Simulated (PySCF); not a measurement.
**C11H13NOSi: NMR shifts at several levels of theory**

Aim: compute the NMR shifts of C11H13NOSi (`C[SiH](C)Oc1ccc2ccccc2n1`) at several levels, and see how far they spread and what each costs.

The runs use PySCF 2.14.0, with density-fitted response routines of our own; the level of theory stands in each step. All values are computed, except where a source is named. Atoms count from 0, in the outputs and in this text.

## (1) Starting geometry

27 atoms, charge 0, multiplicity 1; geometry from: GFN2-xTB.

Bonds of the start (Å): C0–Si1 1.90, Si1–C2 1.89, Si1–O3 1.66, O3–C4 1.33, C4–C5 1.42, C5–C6 1.36, C6–C7 1.41, C7–C8 1.41, C8–C9 1.37, C9–C10 1.40, C10–C11 1.37, C11–C12 1.41, C12–N13 1.35, N13–C4 1.31, C12–C7 1.42, C0–H14 1.09, C0–H15 1.09, C0–H16 1.09, Si1–H17 1.46, C2–H18 1.09, C2–H19 1.09, C2–H20 1.09, C5–H21 1.08, C6–H22 1.08, C8–H23 1.08, C9–H24 1.08, C10–H25 1.08, C11–H26 1.08.

## (2) Optimising the geometry at PBE0-D3(BJ)/def2-SVP

Job settings and geometry (Å):

```
{"job": {"xc": "PBE0", "basis": "def2-SVP", "d3": "d3bj", "grid": 1, "kind": "geom"}, "charge": 0, "multiplicity": 1}
C     -3.189320     1.056930     1.031820
Si    -3.008310    -0.608360     0.124800
C     -3.026410    -0.355830    -1.751500
O     -1.660740    -1.443270     0.631950
C     -0.411050    -1.021720     0.495020
C      0.636690    -1.848670     0.977030
C      1.922090    -1.420680     0.837310
C      2.180900    -0.174050     0.221560
C      3.474180     0.346120     0.033200
C      3.651030     1.561130    -0.571420
C      2.544260     2.301090    -1.012950
C      1.273540     1.822190    -0.846710
C      1.061090     0.576080    -0.225580
N     -0.205060     0.133680    -0.077270
H     -2.420480     1.758260     0.720140
H     -4.155620     1.508290     0.830340
H     -3.102470     0.931530     2.107530
H     -3.980000    -1.608820     0.572500
H     -3.984890     0.027770    -2.086490
H     -2.257640     0.346070    -2.062080
H     -2.846080    -1.291840    -2.272830
H      0.382990    -2.789670     1.437490
H      2.750360    -2.020370     1.189260
H      4.323080    -0.230380     0.373680
H      4.645270     1.958860    -0.712220
H      2.704610     3.257710    -1.488630
H      0.410640     2.376750    -1.181530
```

The program printed:

```text
step   0  E = -845.31482431  max force = 0.029957
step   1  E = -845.32009288  max force = 0.005220
step   2  E = -845.31938082  max force = 0.010930
step   3  E = -845.32062705  max force = 0.002482
step   4  E = -845.32063685  max force = 0.001356
step   5  E = -845.32067255  max force = 0.000908
step   6  E = -845.32068886  max force = 0.000642
step   7  E = -845.32069389  max force = 0.000652
step   8  E = -845.32069750  max force = 0.000187
optimisation converged
```

Wall time 9.3 min (8 threads of Intel Xeon at 2.50GHz (Skylake/Cascade Lake), shared host).

The steps of the relaxation: (the energy doesn't fall at every step)

```tsv
step	energy from step 0 (eV)	largest force component (eV/Å)
0	0.0000	1.5405
1	-0.1434	0.2684
2	-0.1240	0.5620
3	-0.1579	0.1276
4	-0.1582	0.0697
5	-0.1591	0.0467
6	-0.1596	0.0330
7	-0.1597	0.0335
8	-0.1598	0.0096
```

Close pairs (by a distance rule), those that changed most:

```tsv
bond	before (Å)	after (Å)	change (Å)
Si1–O3	1.664	1.720	+0.056
C0–Si1	1.905	1.866	-0.038
Si1–H17	1.465	1.493	+0.028
Si1–C2	1.893	1.866	-0.027
C2–H18	1.085	1.102	+0.016
C0–H15	1.085	1.102	+0.016
C0–H16	1.086	1.101	+0.014
C2–H20	1.086	1.101	+0.014
```

The final coordinates are the input of the step that follows.

```tsv
at the end point	value
point group (found at 0.08 Å tolerance)	Cs
rotational constants (GHz, main isotopes)	1.261, 0.380, 0.322
dipole moment (D)	1.16
```

## (3) Shielding tensors: PBE0/pcSseg-1

Job settings and geometry (Å):

```
{"job": {"kind": "nmr", "xc": "PBE0", "basis": "pcSseg-1", "pop": false}, "charge": 0, "multiplicity": 1}
C     -3.182531     1.030548     1.045748
Si    -3.033561    -0.573310     0.102893
C     -3.018817    -0.363336    -1.751495
O     -1.663365    -1.468211     0.632096
C     -0.416080    -1.028208     0.489885
C      0.635441    -1.855213     0.985696
C      1.922236    -1.415079     0.848226
C      2.183786    -0.165118     0.223472
C      3.486173     0.356594     0.044279
C      3.673469     1.574856    -0.570662
C      2.559399     2.312987    -1.027003
C      1.279467     1.829585    -0.865694
C      1.057599     0.580346    -0.237406
N     -0.213619     0.126055    -0.090256
H     -2.369317     1.715737     0.768086
H     -4.148145     1.513171     0.825074
H     -3.133803     0.849269     2.130380
H     -4.134807    -1.499419     0.500323
H     -3.977600     0.058651    -2.093188
H     -2.203984     0.308892    -2.054612
H     -2.877909    -1.333789    -2.251508
H      0.382400    -2.805619     1.456618
H      2.759056    -2.016129     1.214447
H      4.341105    -0.223874     0.401588
H      4.681472     1.972769    -0.706643
H      2.716754     3.278784    -1.513430
H      0.407841     2.387861    -1.212494
```

Method: GIAO PBE0/pcSseg-1 NMR shielding, non-relativistic, gas phase.

The program printed:

```text
coarse grid: 23784 points
cycle   1  E = -845.4797713055  dE =  2.332e+00  |g| = 7.809e-01  |ddm| = 5.201e+00
cycle   2  E = -845.4026869214  dE =  7.708e-02  |g| = 1.030e+00  |ddm| = 1.580e+00
cycle   3  E = -845.6054082102  dE = -2.027e-01  |g| = 1.536e-01  |ddm| = 9.231e-01
cycle   4  E = -845.6099184497  dE = -4.510e-03  |g| = 4.857e-02  |ddm| = 1.781e-01
cycle   5  E = -845.6103326604  dE = -4.142e-04  |g| = 2.337e-02  |ddm| = 5.898e-02
cycle   6  E = -845.6104532509  dE = -1.206e-04  |g| = 5.228e-03  |ddm| = 2.500e-02
cycle   7  E = -845.6104595970  dE = -6.346e-06  |g| = 1.835e-03  |ddm| = 7.264e-03
final grid: 227256 points
cycle   8  E = -845.7008562081  dE = -4.601e-05  |g| = 1.223e-02  |ddm| = 6.042e-02
cycle   9  E = -845.7008187568  dE =  3.745e-05  |g| = 1.832e-02  |ddm| = 2.692e-02
cycle  10  E = -845.7008883687  dE = -6.961e-05  |g| = 2.668e-03  |ddm| = 1.734e-02
cycle  11  E = -845.7008899397  dE = -1.571e-06  |g| = 4.308e-04  |ddm| = 2.650e-03
cycle  12  E = -845.7008899726  dE = -3.285e-08  |g| = 2.233e-04  |ddm| = 5.936e-04
cycle  13  E = -845.7008899847  dE = -1.214e-08  |g| = 5.164e-05  |ddm| = 2.640e-04
cycle  14  E = -845.7008899852  dE = -5.139e-10  |g| = 2.491e-05  |ddm| = 7.549e-05
converged SCF energy = -845.7008899852

GIAO shielding tensors (ppm)
atom      isotropic    diamagn.    paramagn.     s11        s22        s33       span
  0 C      184.888     256.191     -71.303    176.469    188.783    189.410     12.941
  1 Si     336.783     880.547    -543.764    289.600    351.612    369.138     79.538
  2 C      184.667     256.165     -71.497    176.408    188.732    188.863     12.455
  3 O      171.556     401.115    -229.560    103.328    178.904    232.435    129.107
  4 C       18.000     256.374    -238.374    -67.579     22.706     98.874    166.452
  5 C       65.648     255.039    -189.391    -25.968     62.267    160.646    186.614
  6 C       38.612     248.699    -210.087    -68.253     26.445    157.642    225.895
  7 C       56.533     262.864    -206.332    -13.725    -10.331    193.653    207.378
  8 C       51.201     248.099    -196.899    -49.370     41.661    161.310    210.680
  9 C       55.631     255.353    -199.722    -51.640     43.818    174.715    226.355
 10 C       48.978     254.723    -205.745    -63.476     37.164    173.246    236.722
 11 C       51.488     251.958    -200.470    -45.938     43.509    156.894    202.831
 12 C       33.872     249.351    -215.479    -44.821    -10.997    157.434    202.255
 13 N      -23.779     344.850    -368.629   -231.253    -65.766    225.682    456.936
 14 H       29.760      35.606      -5.846     23.780     29.543     35.958     12.178
 15 H       31.194      27.427       3.767     27.104     27.760     38.719     11.614
 16 H       30.790      30.709       0.081     26.442     28.490     37.438     10.996
 17 H       26.224      27.682      -1.458     22.699     24.382     31.591      8.892
 18 H       31.189      27.418       3.771     27.125     27.743     38.697     11.572
 19 H       29.712      35.588      -5.876     23.692     29.476     35.968     12.277
 20 H       30.763      30.685       0.077     26.463     28.449     37.376     10.913
 21 H       24.242      31.290      -7.048     19.518     25.044     28.166      8.648
 22 H       23.191      32.038      -8.847     18.753     23.546     27.275      8.522
 23 H       23.465      30.370      -6.906     18.785     24.128     27.481      8.696
 24 H       23.752      27.542      -3.790     19.639     25.061     26.556      6.918
 25 H       23.476      29.426      -5.950     19.388     24.097     26.942      7.554
 26 H       23.303      33.854     -10.552     18.446     22.918     28.544     10.097
```

Wall time 4.3 min (8 threads of Intel Xeon at 2.50GHz (Skylake/Cascade Lake), shared host).

Shifts follow as δ = σ(reference) − σ, with reference shieldings (ppm) from runs at the same level and on the same kind of geometry: 1H TMS 31.27, 13C TMS 184.4, 29Si TMS 352.0, 15N NH3 265.7, 17O H2O 334.6. The references are single molecules in the gas phase, so shifts against H2O, NH3, PH3, H3PO4 or CFCl3 are not on the usual liquid scales and can be off by tens of ppm. Atoms listed in one row are averaged.

```tsv
atoms	environment	σ (ppm)	δ (ppm)	δ scaled to CDCl3
C4	aromatic carbon bearing oxygen	18.0	166.4	161.1
C12	ring-fusion aromatic carbon	33.9	150.5	145.7
C6	aromatic CH	38.6	145.8	141.1
C10	aromatic CH	49.0	135.4	131.0
C8	aromatic CH	51.2	133.2	128.8
C11	aromatic CH	51.5	132.9	128.6
C9	aromatic CH	55.6	128.8	124.5
C7	ring-fusion aromatic carbon	56.5	127.9	123.7
C5	aromatic CH	65.6	118.8	114.8
C0, C2	methyl carbon bonded to Si	184.8	-0.4	-0.9
H22	hydrogen on an aromatic CH	23.19	8.08	7.87
H26	hydrogen on an aromatic CH	23.30	7.96	7.76
H23	hydrogen on an aromatic CH	23.46	7.80	7.61
H25	hydrogen on an aromatic CH	23.48	7.79	7.60
H24	hydrogen on an aromatic CH	23.75	7.51	7.34
H21	hydrogen on an aromatic CH	24.24	7.02	6.87
H17	hydrogen on a silicon bonded to 2 C, O	26.22	5.04	–
H14, H15, H16, H18, H19, H20	hydrogen on a methyl carbon bonded to Si	30.57	0.70	0.88
Si1	silicon bonded to 2 C, O, H	336.8	15.2	–
O3	oxygen bonded to C, Si	171.6	163.0	–
N13	pyridine-type ring nitrogen	-23.8	289.5	–
```

The scaled column applies a straight-line fit of computed shieldings to shifts measured in CDCl3 (root-mean-square error 0.21 ppm for H, 2.0 ppm for C).

Ring of atoms C4, C5, C6, C7, C12, N13: NICS(0) -7.4, NICS(1) -10.2, NICS(1)zz -23.1 ppm (means of both faces).

Ring of atoms C7, C8, C9, C10, C11, C12: NICS(0) -8.9, NICS(1) -11.5, NICS(1)zz -28.4 ppm (means of both faces).

## (4) Shielding tensors: PBE/pcSseg-1

The job, as its differences from that of step 3:

```diff
@@ -1,2 +1,2 @@
-{"job": {"kind": "nmr", "xc": "PBE0", "basis": "pcSseg-1", "pop": false}, "charge": 0, "multiplicity": 1}
+{"job": {"kind": "nmr", "xc": "PBE", "basis": "pcSseg-1", "pop": false}, "charge": 0, "multiplicity": 1}
 C     -3.182531     1.030548     1.045748
```

With the program's defaults for keys left out, this is: GIAO PBE/pcSseg-1 NMR shielding, non-relativistic, gas phase.

The program printed:

```text
coarse grid: 23784 points
cycle   1  E = -845.2798772474  dE =  1.881e+00  |g| = 1.015e+00  |ddm| = 5.329e+00
cycle   2  E = -844.8704135781  dE =  4.095e-01  |g| = 1.720e+00  |ddm| = 2.574e+00
cycle   3  E = -845.4855011220  dE = -6.151e-01  |g| = 3.617e-01  |ddm| = 1.808e+00
cycle   4  E = -845.5114440660  dE = -2.594e-02  |g| = 9.613e-02  |ddm| = 4.083e-01
cycle   5  E = -845.5123828385  dE = -9.388e-04  |g| = 6.974e-02  |ddm| = 1.383e-01
cycle   6  E = -845.5135155739  dE = -1.133e-03  |g| = 1.733e-02  |ddm| = 8.098e-02
cycle   7  E = -845.5135854798  dE = -6.991e-05  |g| = 7.678e-03  |ddm| = 2.626e-02
cycle   8  E = -845.5136003908  dE = -1.491e-05  |g| = 2.853e-03  |ddm| = 1.017e-02
cycle   9  E = -845.5136025894  dE = -2.199e-06  |g| = 6.126e-04  |ddm| = 3.578e-03
final grid: 227256 points
cycle  10  E = -845.6370811576  dE = -2.405e-05  |g| = 2.213e-02  |ddm| = 8.273e-02
cycle  11  E = -845.6366931259  dE =  3.880e-04  |g| = 4.790e-02  |ddm| = 6.511e-02
cycle  12  E = -845.6371678052  dE = -4.747e-04  |g| = 9.932e-03  |ddm| = 4.988e-02
cycle  13  E = -845.6371912265  dE = -2.342e-05  |g| = 1.718e-03  |ddm| = 1.014e-02
cycle  14  E = -845.6371918064  dE = -5.799e-07  |g| = 6.579e-04  |ddm| = 2.295e-03
cycle  15  E = -845.6371919100  dE = -1.036e-07  |g| = 2.284e-04  |ddm| = 8.911e-04
cycle  16  E = -845.6371919247  dE = -1.468e-08  |g| = 6.489e-05  |ddm| = 3.085e-04
cycle  17  E = -845.6371919257  dE = -1.018e-09  |g| = 2.301e-05  |ddm| = 8.422e-05
cycle  18  E = -845.6371919259  dE = -1.314e-10  |g| = 6.084e-06  |ddm| = 2.684e-05
converged SCF energy = -845.6371919259

GIAO shielding tensors (ppm)
atom      isotropic    diamagn.    paramagn.     s11        s22        s33       span
  0 C      180.447     255.207     -74.760    171.680    184.227    185.434     13.754
  1 Si     318.941     881.705    -562.763    270.653    330.716    355.455     84.801
  2 C      180.212     255.182     -74.970    171.616    183.905    185.114     13.498
  3 O      154.015     400.739    -246.724     88.416    153.093    220.538    132.122
  4 C       16.621     257.759    -241.138    -59.945     19.212     90.597    150.542
  5 C       63.229     254.342    -191.112    -23.547     58.528    154.707    178.254
  6 C       37.716     247.335    -209.619    -63.068     25.696    150.521    213.590
  7 C       53.759     262.211    -208.453    -14.164    -12.677    188.117    202.282
  8 C       49.180     246.957    -197.777    -46.557     39.635    154.462    201.019
  9 C       53.138     254.113    -200.975    -50.484     41.523    168.374    218.858
 10 C       47.270     253.588    -206.318    -61.088     35.908    166.989    228.077
 11 C       49.156     252.059    -202.903    -44.144     41.404    150.208    194.353
 12 C       32.339     250.288    -217.949    -41.591    -11.414    150.021    191.613
 13 N      -24.907     344.410    -369.317   -226.255    -64.588    216.122    442.378
 14 H       29.668      35.496      -5.827     23.868     29.562     35.576     11.708
 15 H       31.127      27.403       3.724     27.223     27.889     38.270     11.048
 16 H       30.730      30.650       0.080     26.624     28.548     37.019     10.395
 17 H       26.013      27.659      -1.646     22.604     24.252     31.184      8.580
 18 H       31.121      27.394       3.727     27.243     27.871     38.251     11.007
 19 H       29.621      35.476      -5.855     23.779     29.496     35.587     11.808
 20 H       30.703      30.628       0.075     26.647     28.508     36.955     10.308
 21 H       24.327      31.341      -7.015     19.896     24.899     28.185      8.289
 22 H       23.343      32.070      -8.727     19.183     23.548     27.297      8.114
 23 H       23.563      30.534      -6.971     19.220     23.971     27.499      8.280
 24 H       23.796      27.483      -3.688     19.969     24.854     26.564      6.595
 25 H       23.538      29.431      -5.893     19.692     23.957     26.966      7.274
 26 H       23.436      34.236     -10.799     18.997     22.777     28.535      9.538
```

Run time: 3.5 min. Hardware: 8 threads of Intel Xeon at 2.50GHz (Skylake/Cascade Lake), shared host.

This run: δ C4 163.4, C12 147.7, C6 142.3, C10 132.8, H22 7.85, H26 7.76 ppm.

## (5) NMR shieldings: wB97X-D/pcSseg-1

The job, as its differences from that of step 4:

```diff
@@ -1,2 +1,2 @@
-{"job": {"kind": "nmr", "xc": "PBE", "basis": "pcSseg-1", "pop": false}, "charge": 0, "multiplicity": 1}
+{"job": {"kind": "nmr", "xc": "wB97X-D", "basis": "pcSseg-1", "pop": false}, "charge": 0, "multiplicity": 1}
 C     -3.182531     1.030548     1.045748
```

Method: GIAO wB97X-D/pcSseg-1 NMR shielding, non-relativistic, gas phase.

The program printed:

```text
coarse grid: 23784 points
cycle   1  E = -846.0509548924  dE =  2.882e+00  |g| = 7.528e-01  |ddm| = 5.132e+00
cycle   2  E = -846.0622355438  dE = -1.128e-02  |g| = 8.003e-01  |ddm| = 1.281e+00
cycle   3  E = -846.1708544686  dE = -1.086e-01  |g| = 9.528e-02  |ddm| = 6.314e-01
cycle   4  E = -846.1723886338  dE = -1.534e-03  |g| = 4.925e-02  |ddm| = 1.211e-01
cycle   5  E = -846.1729068205  dE = -5.182e-04  |g| = 1.396e-02  |ddm| = 5.570e-02
cycle   6  E = -846.1729477825  dE = -4.096e-05  |g| = 3.643e-03  |ddm| = 1.634e-02
cycle   7  E = -846.1729527013  dE = -4.919e-06  |g| = 1.249e-03  |ddm| = 5.761e-03
final grid: 227256 points
cycle   8  E = -846.2718386349  dE = -2.768e-04  |g| = 6.105e-03  |ddm| = 7.624e-02
cycle   9  E = -846.2718422438  dE = -3.609e-06  |g| = 5.458e-03  |ddm| = 1.156e-02
cycle  10  E = -846.2718479657  dE = -5.722e-06  |g| = 1.315e-03  |ddm| = 4.765e-03
cycle  11  E = -846.2718482859  dE = -3.202e-07  |g| = 5.896e-04  |ddm| = 1.719e-03
cycle  12  E = -846.2718483699  dE = -8.404e-08  |g| = 1.041e-04  |ddm| = 7.291e-04
cycle  13  E = -846.2718483745  dE = -4.603e-09  |g| = 4.666e-05  |ddm| = 1.840e-04
cycle  14  E = -846.2718483759  dE = -1.411e-09  |g| = 2.103e-05  |ddm| = 1.000e-04
cycle  15  E = -846.2718483762  dE = -2.922e-10  |g| = 5.835e-06  |ddm| = 4.578e-05
converged SCF energy = -846.2718483762

GIAO shielding tensors (ppm)
atom      isotropic    diamagn.    paramagn.     s11        s22        s33       span
  0 C      184.925     256.560     -71.635    176.781    188.629    189.365     12.585
  1 Si     337.921     880.447    -542.526    290.361    353.608    369.795     79.433
  2 C      184.712     256.534     -71.823    176.717    188.473    188.945     12.227
  3 O      178.827     401.964    -223.137    110.939    190.286    235.255    124.317
  4 C       16.094     256.556    -240.461    -73.379     22.431     99.230    172.609
  5 C       64.807     256.099    -191.291    -29.247     63.142    160.527    189.774
  6 C       36.791     250.487    -213.696    -73.545     25.506    158.411    231.956
  7 C       55.880     263.354    -207.474    -16.668     -8.855    193.161    209.829
  8 C       50.005     249.462    -199.456    -53.142     41.240    161.917    215.058
  9 C       54.817     255.922    -201.105    -54.670     43.865    175.256    229.926
 10 C       47.753     255.302    -207.548    -67.184     36.725    173.719    240.902
 11 C       50.342     252.440    -202.098    -49.276     43.311    156.991    206.268
 12 C       32.141     250.311    -218.170    -49.526    -11.556    157.506    207.032
 13 N      -22.834     345.326    -368.160   -230.023    -65.304    226.826    456.849
 14 H       29.894      36.174      -6.280     23.955     29.671     36.055     12.100
 15 H       31.309      27.325       3.984     27.227     27.884     38.816     11.589
 16 H       30.908      30.893       0.015     26.557     28.640     37.528     10.971
 17 H       26.408      27.734      -1.326     22.864     24.549     31.812      8.947
 18 H       31.303      27.316       3.988     27.248     27.867     38.794     11.547
 19 H       29.845      36.155      -6.310     23.867     29.604     36.065     12.198
 20 H       30.880      30.865       0.015     26.576     28.596     37.467     10.891
 21 H       24.341      31.433      -7.092     19.640     25.098     28.285      8.645
 22 H       23.255      32.110      -8.854     18.892     23.506     27.367      8.475
 23 H       23.554      30.242      -6.688     18.909     24.181     27.571      8.662
 24 H       23.866      27.368      -3.502     19.785     25.127     26.686      6.901
 25 H       23.578      29.357      -5.778     19.549     24.135     27.051      7.502
 26 H       23.375      34.088     -10.713     18.519     22.955     28.651     10.133
```

It took 4.9 min on 8 threads of Intel Xeon at 2.50GHz (Skylake/Cascade Lake), shared host.

This run: δ C4 168.4, C12 152.4, C6 147.7, C10 136.8, H22 8.12, H26 8.00 ppm.

(Part 1 of 2 ends here.)
